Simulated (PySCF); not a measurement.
# C5H5O2−: electronic excitations and core binding energies

What electronic excitations and core binding energies should C5H5O2− (`O=C([O-])C=C1CC1`) show?

Computed with PySCF 2.14.0, with density-fitted response routines of our own, on a single molecule in the gas phase. Atoms are numbered from 0 throughout.

### 1 Starting geometry

12 atoms, charge -1, multiplicity 1; geometry from: GFN2-xTB.

Bonds of the start (Å): O0–C1 1.24, C1–O2 1.24, C1–C3 1.56, C3–C4 1.31, C4–C5 1.48, C5–C6 1.52, C6–C4 1.46, C3–H7 1.09, C5–H8 1.08, C5–H9 1.08, C6–H10 1.08, C6–H11 1.08.

### 2 Ultraviolet spectrum: B3LYP/def2-SVPD

The job: settings as JSON, then the geometry in Å.

```
{"job": {"kind": "uv", "xc": "B3LYP", "basis": "def2-SVPD", "nstates": 8, "ntriplets": 3}, "charge": -1, "multiplicity": 1}
O      1.828560     1.727620     0.104588
C      2.201525     0.548793     0.140305
O      3.350406     0.086904     0.220657
C      1.085707    -0.543487     0.075901
C     -0.194093    -0.291425    -0.012503
C     -1.585720    -0.778861    -0.101381
C     -1.262734     0.705006    -0.092535
H      1.450261    -1.566521     0.108275
H     -1.930564    -1.224047    -1.027961
H     -2.052673    -1.209233     0.777475
H     -1.385908     1.264380    -1.010699
H     -1.503568     1.280185     0.791852
```

Level: TDDFT B3LYP/def2-SVPD, vertical, gas phase, core orbitals frozen in the response.

Run with:

```
$ OMP_NUM_THREADS=1 python probes_run.py task.json out
```

One launch serves the whole session: the jobs run in the order shown.

**Question.** This job is followed by: delta-SCF UKS SCAN, pcX-2 on the ionised atom, pcseg-1 elsewhere, spin-free X2C. Predict these results of the whole session: lowest singlet (B3LYP/def2-SVPD); brightest single state of those computed; lowest triplet; C1s binding energies, SCAN/pcX-2; O1s binding energies, SCAN/pcX-2.

The runs gave:

| quantity | value |
| --- | --- |
| lowest singlet (B3LYP/def2-SVPD) | 3.84 eV (323 nm), f = 0.000 |
| brightest single state of those computed | state 5, 4.72 eV, f = 0.009 |
| lowest triplet | 3.67 eV |
| C1s binding energies, SCAN/pcX-2 | C1 287.70, C5 286.93, C6 286.81, C4 286.00, C3 285.36 eV |
| O1s binding energies, SCAN/pcX-2 | O2 530.49, O0 530.49 eV |

In words: The lowest singlet, at 3.84 eV, is HOMO→LUMO+1 0.97 and is dark; of the 8 states computed, the strongest absorption comes from state 5 at 4.72 eV. The lowest triplet lies 0.17 eV below the lowest singlet (triplets in Tamm-Dancoff, singlets in full TDDFT). The lowest singlet lies above −ε(HOMO); no detachment energy was computed, so the anion's states may not be bound. The C1s levels kept as sound span 2.34 eV, from C3 (α carbon of a C=C–C=O unit) up to C1 (carboxylate carbon). The O1s levels computed lie within 0.00 eV of one another, too close to rank.
